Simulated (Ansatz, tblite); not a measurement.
# The cluster LiNbO3: rung by rung

Aim: run the singlet of the cluster LiNbO3 at one geometry on many levels, and compare frontier levels, spin and run time.

Computed with Ansatz 0.2.0, Gaussian basis. Level: as each input shows.

The runs, in order: GFN1-xTB, GFN2-xTB, PBE-D4/def2-TZVP, r2SCAN-D4/def2-TZVP, BLYP-D4/def2-TZVP, r2SCAN0-D4/def2-TZVP, PBE-QIDH/def2-TZVP, B2PLYP/def2-TZVP, CAM-B3LYP-D4/def2-TZVP, PBE-D4/def2-SVP, PBE0-D4/def2-SVP, PBE0-D4/def2-TZVPD, PBE-D4/def2-TZVPD, r2SCAN-D4/def2-TZVPD, CCSD(T)/def2-TZVPP, MP2/def2-TZVP, RPA/def2-TZVP.

3 further runs of the same task are left out: 3 set aside as unsound or not needed. Runs told in other sessions of the task aren't counted.

## Step 1: The relaxed structure

The geometry is that of the singlet, from an earlier relaxation (B3LYP-D4/def2-TZVP). At that level it is the lowest of the isomers that a small search found.

5 atoms, charge 0, spin multiplicity 1.

Bond lengths: Li1–O3 1.916 Å, Li1–O4 1.916 Å, Li1–O5 1.994 Å, Nb2–O3 2.001 Å, Nb2–O4 2.001 Å, Nb2–O5 1.733 Å. Angles: O3–Li1–O4 45.0°, O3–Li1–O5 89.2°, O4–Li1–O5 89.2°, O3–Nb2–O4 43.0°, O3–Nb2–O5 94.4°, O4–Nb2–O5 94.4°, Li1–O3–Nb2 81.6°, Li1–O4–Nb2 81.6°, Li1–O5–Nb2 86.5°.

Geometry (Å):

```csv
atom,x (Å),y (Å),z (Å)
Li1,0.9603,-0.5147,0.7371
Nb2,-0.9268,0.8264,-0.3588
O3,-0.4729,-1.1228,-0.3791
O4,0.5174,-0.3329,-1.1178
O5,-0.0781,1.1440,1.1186
```

Nb takes a core potential in the def2 sets. No spin-orbit coupling is included.

PBE0-D4/def2-TZVP was run before; its log isn't repeated, and its numbers join the tables.

## Step 2: GFN1-xTB

Tight binding, by tblite at 300 K electronic temperature and without a spin-polarisation term:

```python
tblite.interface.Calculator('GFN1-xTB', numbers, positions, charge=0, uhf=0).singlepoint()
```

Energy -443.1376 eV, HOMO -8.70 eV, LUMO -7.81 eV; 0.003 s.

## Step 3: GFN2-xTB

Tight binding, by tblite at 300 K electronic temperature and without a spin-polarisation term:

```python
tblite.interface.Calculator('GFN2-xTB', numbers, positions, charge=0, uhf=0).singlepoint()
```

Energy -389.3159 eV, HOMO -9.91 eV, LUMO -8.20 eV; 0.004 s.

## Step 4: PBE-D4/def2-TZVP

start.molden holds the orbitals of an earlier run on this state, given as this run's starting guess.

The input, in.yaml:

```yaml
crystal:
  periodic: [false, false, false]
  atoms:
    - {symbol: Li, position_ang: [0.960339, -0.514667, 0.737075]}
    - {symbol: Nb, position_ang: [-0.926825, 0.826404, -0.358798]}
    - {symbol: O, position_ang: [-0.472897, -1.122831, -0.379108]}
    - {symbol: O, position_ang: [0.517443, -0.332892, -1.117813]}
    - {symbol: O, position_ang: [-0.078060, 1.143986, 1.118644]}
basis:
  gaussian: {orbitals: def2-TZVP, initial_orbitals: start.molden}
hamiltonian: {xc: pbe, dispersion: d4}
scf: {omitted_lower_state_checks: [starts]}
output: {forces: true, orbitals: {seedname: orbitals}}
```

Command:

```console
$ ansatz run in.yaml --threads 4 --pin off --events-out ev --progress --plain --max-ram 3916MiB
```

The runs that follow: r2SCAN-D4/def2-TZVP; BLYP-D4/def2-TZVP; r2SCAN0-D4/def2-TZVP; PBE-QIDH/def2-TZVP; B2PLYP/def2-TZVP; CAM-B3LYP-D4/def2-TZVP; PBE-D4/def2-SVP; PBE0-D4/def2-SVP; PBE0-D4/def2-TZVPD; PBE-D4/def2-TZVPD; r2SCAN-D4/def2-TZVPD; CCSD(T)/def2-TZVPP; MP2/def2-TZVP; RPA/def2-TZVP.

Q: Predict the results of all the runs planned. Wanted: gap in def2-TZVP, named functionals, smallest and largest; correlation energy, CCSD(T)/def2-TZVPP; correlation energy, MP2/def2-TZVP; binding an atom, functionals in def2-TZVP; PBE0 total energy, smallest basis above largest.

The runs gave:

| quantity | value |
| --- | --- |
| gap in def2-TZVP, named functionals, smallest and largest | 0.21 eV (BLYP-D4), 4.32 eV (CAM-B3LYP-D4) |
| correlation energy, CCSD(T)/def2-TZVPP | -34.35 eV |
| correlation energy, MP2/def2-TZVP | -31.54 eV |
| binding an atom, functionals in def2-TZVP | 3.44 (r2SCAN0-D4) to 4.11 eV (PBE-D4) |
| PBE0 total energy, smallest basis above largest | 8.04 eV (def2-SVP, def2-TZVPD) |

What this shows: Orbital gaps of the named functionals in def2-TZVP span 0.21 eV (BLYP-D4) to 4.32 eV (CAM-B3LYP-D4); exact exchange widens it. Notes on CCSD(T)/def2-TZVPP and its Hartree-Fock reference, which MP2 shares: restricted state is unstable towards broken spin symmetry.
